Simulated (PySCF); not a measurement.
# LiAs+: bond curves at several levels of theory

One table from this session's results is given with a row withheld; the runs are named, their logs left out.

Method: Li pcseg-2, As pcseg-2, no relativity; program: PySCF 2.14.0.

The first run:

The job is set up so:

- atoms: Li, As
- charge: 1
- basis: Li pcseg-2, As pcseg-2
- Hamiltonian: no relativity
- basis functions: 58
- electrons treated: 35
- masses in u: 7.0160, 74.9216
- levels: PBE0, PBE, r²SCAN, r²SCAN0, M06-2X, BP86, HSE06, HF, MP2, SCS-MP2, CCSD, CCSD(T)
- grid: 80 radial by 434 angular points
- occupations: held fixed by the projection of orbital angular momentum
- dissociation limit: Li+ + As, each in its ground configuration
- starting distance in angstrom: 2.560
- values of 2S to try: 1, 3

On the command line:

```bash
> OMP_NUM_THREADS=1 python dia.py task.json out
```

Steps of the session up to this table: Set-up; The PBE0 curve of the state that the search chose; Higher solutions at PBE0; PBE; r²SCAN; r²SCAN0 (hybrid meta-GGA); M06-2X; BP86 (GGA); HSE06; UHF (mean field); Correlated methods on the Hartree–Fock reference.

One of the session's tables, all rows but one given; the rest of the session is left out.

It belongs to the step «The curves together». Energy (eV) from each level's lowest point:

```
R (Å)    UHF  UHF-MP2  UHF-SCS-MP2  UHF-CCSD  UHF-CCSD(T)
2.358  0.186    0.149        0.149       n/a          n/a
2.468  0.088    0.065        0.065     0.063        0.062
2.578  0.031    0.019        0.020     0.019        0.018
2.660  0.009    0.004        0.004     0.004        0.004
2.742  0.000    0.000        0.000     0.000        0.000
2.824  0.000    0.005        0.005     0.005        0.005
2.934      ?        ?            ?         ?            ?
3.071  0.037    0.050        0.050     0.051        0.051
3.236  0.077    0.094        0.093     0.094        0.095
3.455  0.134    0.153        0.153       n/a          n/a
```

**Question.** Estimate the row for R (Å) = 2.934.

Worked estimate for «UHF». A straight line through the neighbours (2.824, 0.000) and (3.071, 0.037) gives 0.000 + (0.037 − 0.000) × (2.934 − 2.824) / (3.071 − 2.824) = 0.016; a parabola fitted to 4 rows on both sides gives 0.013.

**Answer.** UHF: 0.012; UHF-MP2: 0.021; UHF-SCS-MP2: 0.020; UHF-CCSD: 0.021; UHF-CCSD(T): 0.021. In «UHF» the line misses by +0.004 and the parabola by +0.001.
